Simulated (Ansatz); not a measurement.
# H2CF2: the cost of one run

Computed with Ansatz 0.2.0 (reference: DFT PBE, plane waves, PAW, scalar-relativistic, no spin polarisation, unless a step's input says otherwise).

### Step 1. The structure to begin with

Symmetry: Fmm2, No. 42, orthorhombic system. The conventional cell has a = 5.268 Å, b = 9.418 Å, c = 3.419 Å, α = 90.00°, β = 90.00°, γ = 90.00°. F (site symmetry m) has 1 C at 1.53 Å as nearest neighbours. Around C (site symmetry mm2) lie 2 H at 0.73 Å. Around H (site symmetry m) lie 1 C at 0.73 Å.

As a file:

```cif
data_structure
_symmetry_space_group_name_H-M 'P 1'
_symmetry_Int_Tables_number 1
_cell_length_a 3.1401
_cell_length_b 3.1401
_cell_length_c 5.0097
_cell_angle_alpha 79.293
_cell_angle_beta 79.293
_cell_angle_gamma 114.027
_cell_volume 42.41
loop_
_atom_site_label
_atom_site_type_symbol
_atom_site_fract_x
_atom_site_fract_y
_atom_site_fract_z
_atom_site_occupancy
F1 F 0.10695 0.10695 0.27200 1
F2 F 0.37895 0.37895 0.72800 1
C1 C 0.99625 0.99625 0.00000 1
H1 H 0.76067 0.98633 0.00000 1
H2 H 0.98633 0.76067 0.00000 1
```

### Step 2. Baseline

Contents of input.yaml:

```yaml
crystal:
  lattice:
    - [-2.633891, 0.0, 1.709573]
    - [2.633891, 0.0, 1.709573]
    - [0.0, 4.708934, 1.709573]
  atoms:
    - { symbol: F, position: [0.10695, 0.10695, 0.272] }
    - { symbol: F, position: [0.37895, 0.37895, 0.728] }
    - { symbol: C, position: [0.99625, 0.99625, 0.0] }
    - { symbol: H, position: [0.76067, 0.98633, 0.0] }
    - { symbol: H, position: [0.98633, 0.76067, 0.0] }
  symmetry: { tolerance: 0.0003 }
kpoints:
  mp_grid: { grid: [7, 7, 7], shift: [0, 0, 0] }
magnetization:
  spin_polarized: false
scf:
  occupations: { method: fermi_dirac }
hamiltonian:
  pseudopotentials: { kind: paw }
  xc: pbe
basis:
  ecutwfc: 420
output:
  forces: true
  stress: true
  eigenvalues: true
```

The run is started by

```sh
ansatz run input.yaml --threads 1 --pin off --max-ram 2560MiB --backend cpu --events-out ev --progress --plain --runs-dir out
```

Q: Estimate wall time and peak memory on 1 thread of Intel Xeon 6975P-C (Granite Rapids), shared host.

About 2 s, with a peak of 0.46 GiB.
